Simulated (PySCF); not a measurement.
# GeH+: from the state search to spectroscopic constants

One job finds the state of GeH+, follows it along the bond with each method and fits the curves.

The runs use PySCF 2.14.0; Ge cc-pVDZ-PP with ECP10, H cc-pVDZ, scalar-relativistic core potentials.

### Step 1. The job

A driver script around PySCF takes these settings:

```
atoms                         : Ge, H
charge                        : 1
basis                         : Ge cc-pVDZ-PP with ECP10, H cc-pVDZ
Hamiltonian                   : scalar-relativistic core potentials
basis functions               : 28
electrons treated             : 22
masses in u                   : 73.9212, 1.0078
levels                        : PBE0, PBE, r²SCAN, PW91, BHandHLYP, B2PLYP, LC-ωPBE, HF, MP2, SCS-MP2, CCSD, CCSD(T)
grid                          : 80 radial by 434 angular points
occupations                   : held fixed by the projection of orbital angular momentum
dissociation limit            : Ge+ + H, each in its ground configuration
starting distance in angstrom : 1.580
values of 2S to try           : 0, 2
```

On the command line:

```console
OMP_NUM_THREADS=1 python dia.py task.json out
```

The job searches for the state first and then visits each distance with every level. Its results follow level by level.

### Step 2. Search for the lowest state

Unrestricted PBE0 solutions at 1.580 Å, counted from the lowest. The search isn't exhaustive.

```tsv
2Ms+1	unpaired	term	E (eV)	⟨S²⟩	⟨Lz²⟩	μ (D)
1	none	¹Σ⁺	0.00	0.00	0.00	0.40
3	σ ↑, π ↑	³Π	2.29	2.01	1.00	0.92
1	σ ↑, π ↓	not assigned	2.65	1.02	1.00	1.06
3	π ↑↑	³Σ⁻	6.66	2.13	0.00	1.25
3	σ ↑↑	³Σ⁺	7.06	2.00	0.00	0.82
1	π ↑↓	not assigned	7.25	1.00	2.01	1.26
```

6 of 11 solutions are listed, lowest first.

A term symbol stands only where ⟨S²⟩ and ⟨Lz²⟩ are near those of a pure state. A positive dipole points from Ge to H; in an ion it is taken about the centre of mass and does not tell which atom is negative.

Followed over a short scan are these candidates:

```tsv
2Ms+1	unpaired	R at minimum (Å)	energy at minimum (eV)
1	none	1.60	0.00
3	σ ↑, π ↑	not bracketed	≤ 2.25
```

The search made 12 SCF attempts at the starting distance; with the short scans it took 2.1 s of wall time (1 thread of Intel Xeon 6975P-C (Granite Rapids), shared host).

### Step 3. PBE0 along the bond

State followed: ¹Σ⁺ (singlet), closed shell. The scan is laid around 1.598 Å.

Output of the SCF at 1.598 Å:

```text
******** <class 'pyscf.dft.uks_symm.SymAdaptedUKS'> ********
method = SymAdaptedUKS
initial guess = minao
damping factor = 0
level_shift factor = 0
DIIS = <class 'pyscf.scf.diis.CDIIS'>
diis_start_cycle = 1
diis_space = 10
diis_damp = 0
SCF conv_tol = 1e-09
SCF conv_tol_grad = None
SCF max_cycles = 60
direct_scf = False
max_memory 909 MB (current use 237 MB)
number electrons alpha = 11  beta = 11
XC library pyscf.dft.libxc version 7.0.0
    S. Lehtola, C. Steigemann, M. J.T. Oliveira, and M. A.L. Marques.,  SoftwareX 7, 1–5 (2018)
XC functionals = PBE0
    C. Adamo and V. Barone.,  J. Chem. Phys. 110, 6158 (1999)
    M. Ernzerhof and G. E. Scuseria.,  J. Chem. Phys. 110, 5029 (1999)
small_rho_cutoff = 0
Overwritten attributes  get_jk get_j get_occ get_k get_hcore  of <class 'pyscf.dft.uks_symm.SymAdaptedUKS'>
<class 'pyscf.dft.uks_symm.SymAdaptedUKS'> does not have attributes  refdm
Set gradient conv threshold to 3.16228e-05
init E= -294.793038465254
cycle= 1 E= -294.798387804779  delta_E= -0.00535  |g|= 0.00281  |ddm|= 0.0216
cycle= 2 E= -294.798394350591  delta_E= -6.55e-06  |g|= 0.00147  |ddm|= 0.0144
cycle= 3 E= -294.798396803695  delta_E= -2.45e-06  |g|= 0.000142  |ddm|= 0.0059
cycle= 4 E= -294.798396816583  delta_E= -1.29e-08  |g|= 2.03e-05  |ddm|= 0.000483
cycle= 5 E= -294.798396816734  delta_E= -1.51e-10  |g|= 1.6e-06  |ddm|= 4.27e-05
Extra cycle  E= -294.798396816737  delta_E= -2.44e-12  |g|= 6.74e-07  |ddm|= 1.32e-05
converged SCF energy = -294.798396816737  <S^2> = 7.6383344e-14  2S+1 = 1
```

Points of the scan, energies from the lowest:

```tsv
R (Å)	E (eV)	μ (D)	Mulliken charge of Ge (e)	Mayer bond order	⟨S²⟩	HOMO (eV)	LUMO (eV)
1.3743	0.4959	0.77	1.00	0.94	0.00	-15.26	-10.20
1.4382	0.2297	0.65	0.98	0.95	0.00	-15.22	-10.19
1.5021	0.0750	0.54	0.97	0.96	0.00	-15.16	-10.18
1.5501	0.0172	0.45	0.97	0.96	0.00	-15.10	-10.18
1.5980	0.0000	0.37	0.96	0.96	0.00	-15.04	-10.18
1.6459	0.0162	0.29	0.96	0.97	0.00	-14.96	-10.18
1.7099	0.0800	0.19	0.96	0.97	0.00	-14.85	-10.18
1.7898	0.2113	0.08	0.96	0.98	0.00	-14.70	-10.19
1.8856	0.4218	-0.03	0.96	0.98	0.00	-14.50	-10.20
2.0135	0.7577	-0.15	0.96	0.99	0.00	-14.23	-10.22
```

The fit gives Re = 1.597 Å, ωe = 1997 cm⁻¹, ωexe = 26.6 cm⁻¹, αe = 0.151 cm⁻¹, Be = 6.646 cm⁻¹, De = 2.95 eV, μ = 0.37 D.

Orbitals nearest the gap at 1.598 Å:

```tsv
spin	orbital	ε (eV)	filled	made of
both	δ	-42.62	yes	Ge d 100 %
both	δ	-42.62	yes	Ge d 100 %
both	π	-42.26	yes	Ge d 100 %
both	π	-42.26	yes	Ge d 100 %
both	σ	-42.18	yes	Ge d 100 %
both	σ	-21.85	yes	Ge s 84 %, H s 13 %
both	σ	-15.04	yes	Ge p 50 %, H s 34 %, Ge s 13 %
both	π	-10.18	no	Ge p 100 %
both	π	-10.18	no	Ge p 100 %
both	σ	-4.85	no	Ge p 49 %, H s 44 %
```

Polarisability there: 26.5 bohr³ along the bond, 15.4 across it. Without diffuse functions these come out too small, above all across the bond.

### Step 4. Orbitals, density and potential

The fields below are evaluated on a grid from the run's orbitals.

Frontier orbitals at PBE0, with the share of their density that lies nearest to each atom:

```tsv
orbital	energy (eV)	lies on
HOMO-1	-21.85	Ge1 66 %; H2 34 %
HOMO	-15.04	Ge1 52 %; H2 48 %
LUMO	-10.18	Ge1 85 %; H2 15 %
```

ELF in a plane through or near 2 of the atoms.

Ten even steps from '0' (0.00) to '9' (1.00):
```
0000000000000000000000000000
0000000000000000000000000000
0000133432000000000000000000
0002588865200000123210000000
0014799875210001245531000000
0137999976421125789974200000
0369999865222358999998610000
1689999732221279999999830000
2799999524664279999999950000
2799998336366269999999961000
2799998336466269999999961000
2799999524664179999999950000
1689999732221279999999830000
0369999865222358999998610000
0137999976421125789974200000
0004899875210001245531000000
0002588865200000123210000000
0000134432000000000000000000
0000000000000000000000000000
0000000000000000000000000000
```
The map spans 6.8 Å across and 5.2 Å up, centred on the molecule. Atoms in the plane (x, y in Å): Ge1 (-0.8, 0.0), H2 (0.8, 0.0).

log10 of the density (e/Å³) in the same plane.

Ten even steps from '0' (-4.0) to '9' (1.8):
```
0000000111100000000000000000
0000111122111111111000000000
0011122222222222211110000000
0112233333333333222221100000
1112233444443333332221110000
1222344455544444443332210000
1223444555555555544433221000
1233455666776665555543321000
2233455678988666665543321000
2234456689999766776544321100
2234456689999766776544321100
2233455678988666665543321000
1233455666776665555543321000
1223444555555555544433221000
1222344455544444443332210000
1112233444443333332221110000
0112233333333333222221100000
0011122222222222211110000000
0000111122111111111000000000
0000000111100000000000000000
```
The map spans 6.8 Å across and 5.2 Å up, centred on the molecule. Atoms in the plane (x, y in Å): Ge1 (-0.8, 0.0), H2 (0.8, 0.0).

On the surface of density 0.002 e/bohr³ the electrostatic potential runs, from the 1st to the 99th percentile, from 5.19 to 9.98 V.

Core electrons inside the core potentials are missing from the density.

### Step 5. Other states along the same grid

State 2: ³Π (triplet), unpaired electrons σ ↑, π ↑, an excited solution.

Output of the SCF at 1.598 Å:

```text
[... 13 set-up lines left out, the same as in an earlier log ...]
max_memory 909 MB (current use 264 MB)
number electrons alpha = 12  beta = 10
[... 7 set-up lines left out, the same as in an earlier log ...]
init E= -294.708581159048
cycle= 1 E= -294.714532084839  delta_E= -0.00595  |g|= 0.00184  |ddm|= 0.0215
cycle= 2 E= -294.714538326927  delta_E= -6.24e-06  |g|= 0.00106  |ddm|= 0.0132
cycle= 3 E= -294.714539714835  delta_E= -1.39e-06  |g|= 0.000328  |ddm|= 0.00432
cycle= 4 E= -294.714540129148  delta_E= -4.14e-07  |g|= 0.000174  |ddm|= 0.00285
cycle= 5 E= -294.714540171944  delta_E= -4.28e-08  |g|= 1.93e-05  |ddm|= 0.00112
cycle= 6 E= -294.714540172749  delta_E= -8.05e-10  |g|= 1.62e-06  |ddm|= 0.000171
Extra cycle  E= -294.714540172752  delta_E= -3.64e-12  |g|= 5.62e-07  |ddm|= 1.06e-05
converged SCF energy = -294.714540172752  <S^2> = 2.0070647  2S+1 = 3.0047061
```

Re = 1.703 Å, ωe = 1129 cm⁻¹, ωexe = 109 cm⁻¹, αe = 0.583 cm⁻¹, Be = 5.846 cm⁻¹, μ = 1.12 D. Its minimum lies 2.25 eV above that of the lowest state.

Energy (eV) from the lowest point of the lowest state:

```tsv
R (Å)	lowest	state 2
1.374	0.496	2.816
1.438	0.230	2.564
1.502	0.075	2.404
1.550	0.017	2.328
1.598	0.000	2.282
1.646	0.016	2.257
1.710	0.080	2.249
1.790	0.211	2.263
1.886	0.422	2.299
2.014	0.758	2.359
```

### Step 6. PBE (GGA)

Log of the SCF at 1.598 Å:

```text
[... 13 set-up lines left out, the same as in an earlier log ...]
max_memory 909 MB (current use 247 MB)
[... 3 set-up lines left out, the same as in an earlier log ...]
XC functionals = PBE
    J. P. Perdew, K. Burke, and M. Ernzerhof.,  Phys. Rev. Lett. 77, 3865 (1996)
    J. P. Perdew, K. Burke, and M. Ernzerhof.,  Phys. Rev. Lett. 78, 1396 (1997)
    J. P. Perdew, K. Burke, and M. Ernzerhof.,  Phys. Rev. Lett. 77, 3865 (1996)
    J. P. Perdew, K. Burke, and M. Ernzerhof.,  Phys. Rev. Lett. 78, 1396 (1997)
[... 2 set-up lines left out, the same as in an earlier log ...]
init E= -294.834669062783
cycle= 1 E= -294.835482793329  delta_E= -0.000814  |g|= 0.0186  |ddm|= 0.0894
cycle= 2 E= -294.835549557244  delta_E= -6.68e-05  |g|= 0.0111  |ddm|= 0.0497
cycle= 3 E= -294.835600962547  delta_E= -5.14e-05  |g|= 0.00139  |ddm|= 0.0299
cycle= 4 E= -294.835603067124  delta_E= -2.1e-06  |g|= 0.000163  |ddm|= 0.00595
cycle= 5 E= -294.835603096295  delta_E= -2.92e-08  |g|= 6.66e-06  |ddm|= 0.000518
cycle= 6 E= -294.835603096338  delta_E= -4.35e-11  |g|= 4.29e-07  |ddm|= 2.68e-05
Extra cycle  E= -294.835603096338  delta_E= 1.14e-13  |g|= 4.04e-07  |ddm|= 4.05e-06
converged SCF energy = -294.835603096338  <S^2> = -1.4210855e-14  2S+1 = 1
```

Re = 1.617 Å, ωe = 1910 cm⁻¹, ωexe = 27.4 cm⁻¹, αe = 0.155 cm⁻¹, Be = 6.481 cm⁻¹, De = 3.00 eV, μ = 0.29 D.

### Step 7. r²SCAN

The SCF at the reference distance, 1.598 Å, printed:

```text
[... 17 set-up lines left out, the same as in an earlier log ...]
XC functionals = R2SCAN
    J. W. Furness, A. D. Kaplan, J. Ning, J. P. Perdew, and J. Sun.,  J. Phys. Chem. Lett. 11, 8208-8215 (2020)
    J. W. Furness, A. D. Kaplan, J. Ning, J. P. Perdew, and J. Sun.,  J. Phys. Chem. Lett. 11, 9248-9248 (2020)
    J. W. Furness, A. D. Kaplan, J. Ning, J. P. Perdew, and J. Sun.,  J. Phys. Chem. Lett. 11, 8208-8215 (2020)
    J. W. Furness, A. D. Kaplan, J. Ning, J. P. Perdew, and J. Sun.,  J. Phys. Chem. Lett. 11, 9248-9248 (2020)
[... 2 set-up lines left out, the same as in an earlier log ...]
init E= -294.716834553671
cycle= 1 E= -294.717607781939  delta_E= -0.000773  |g|= 0.0115  |ddm|= 0.109
cycle= 2 E= -294.717639341255  delta_E= -3.16e-05  |g|= 0.00616  |ddm|= 0.0274
cycle= 3 E= -294.71765336128  delta_E= -1.4e-05  |g|= 0.000356  |ddm|= 0.0114
cycle= 4 E= -294.717653482455  delta_E= -1.21e-07  |g|= 9.38e-05  |ddm|= 0.00189
cycle= 5 E= -294.717653492933  delta_E= -1.05e-08  |g|= 6.03e-06  |ddm|= 0.000373
cycle= 6 E= -294.717653492968  delta_E= -3.5e-11  |g|= 2.92e-07  |ddm|= 2.35e-05
Extra cycle  E= -294.717653492969  delta_E= -4.55e-13  |g|= 6.07e-08  |ddm|= 1.97e-06
converged SCF energy = -294.717653492969  <S^2> = -1.5987212e-14  2S+1 = 1
```

Re = 1.593 Å, ωe = 1992 cm⁻¹, ωexe = 27.9 cm⁻¹, αe = 0.155 cm⁻¹, Be = 6.680 cm⁻¹, De = 3.00 eV, μ = 0.39 D.

### Step 8. PW91 (GGA)

The SCF at the reference distance, 1.598 Å, printed:

```text
[... 13 set-up lines left out, the same as in an earlier log ...]
max_memory 909 MB (current use 248 MB)
[... 3 set-up lines left out, the same as in an earlier log ...]
XC functionals = PW91,PW91
    J. P. Perdew. In P. Ziesche and H. Eschrig, editors, Proceedings of the 75. WE-Heraeus-Seminar and 21st Annual International Symposium on Electronic Structure of Solids, 11. Berlin, 1991. Akademie Verlag.
    J. P. Perdew, J. A. Chevary, S. H. Vosko, K. A. Jackson, M. R. Pederson, D. J. Singh, and C. Fiolhais.,  Phys. Rev. B 46, 6671 (1992)
    J. P. Perdew, J. A. Chevary, S. H. Vosko, K. A. Jackson, M. R. Pederson, D. J. Singh, and C. Fiolhais.,  Phys. Rev. B 48, 4978 (1993)
    J. P. Perdew. In P. Ziesche and H. Eschrig, editors, Proceedings of the 75. WE-Heraeus-Seminar and 21st Annual International Symposium on Electronic Structure of Solids, 11. Berlin, 1991. Akademie Verlag.
    J. P. Perdew, J. A. Chevary, S. H. Vosko, K. A. Jackson, M. R. Pederson, D. J. Singh, and C. Fiolhais.,  Phys. Rev. B 46, 6671 (1992)
    J. P. Perdew, J. A. Chevary, S. H. Vosko, K. A. Jackson, M. R. Pederson, D. J. Singh, and C. Fiolhais.,  Phys. Rev. B 48, 4978 (1993)
[... 2 set-up lines left out, the same as in an earlier log ...]
init E= -294.947174189037
cycle= 1 E= -294.948089090625  delta_E= -0.000915  |g|= 0.017  |ddm|= 0.105
cycle= 2 E= -294.948145513887  delta_E= -5.64e-05  |g|= 0.00985  |ddm|= 0.0401
cycle= 3 E= -294.94818514237  delta_E= -3.96e-05  |g|= 0.00132  |ddm|= 0.0265
cycle= 4 E= -294.94818700519  delta_E= -1.86e-06  |g|= 0.000172  |ddm|= 0.0058
cycle= 5 E= -294.948187037751  delta_E= -3.26e-08  |g|= 7.34e-06  |ddm|= 0.000553
cycle= 6 E= -294.948187037805  delta_E= -5.44e-11  |g|= 5.28e-07  |ddm|= 3.07e-05
Extra cycle  E= -294.948187037805  delta_E= -5.68e-14  |g|= 4.66e-07  |ddm|= 5.07e-06
converged SCF energy = -294.948187037805  <S^2> = -1.5987212e-14  2S+1 = 1
```

Re = 1.615 Å, ωe = 1917 cm⁻¹, ωexe = 27.5 cm⁻¹, αe = 0.155 cm⁻¹, Be = 6.499 cm⁻¹, De = 3.02 eV, μ = 0.29 D.

[end of part 1 of 2]
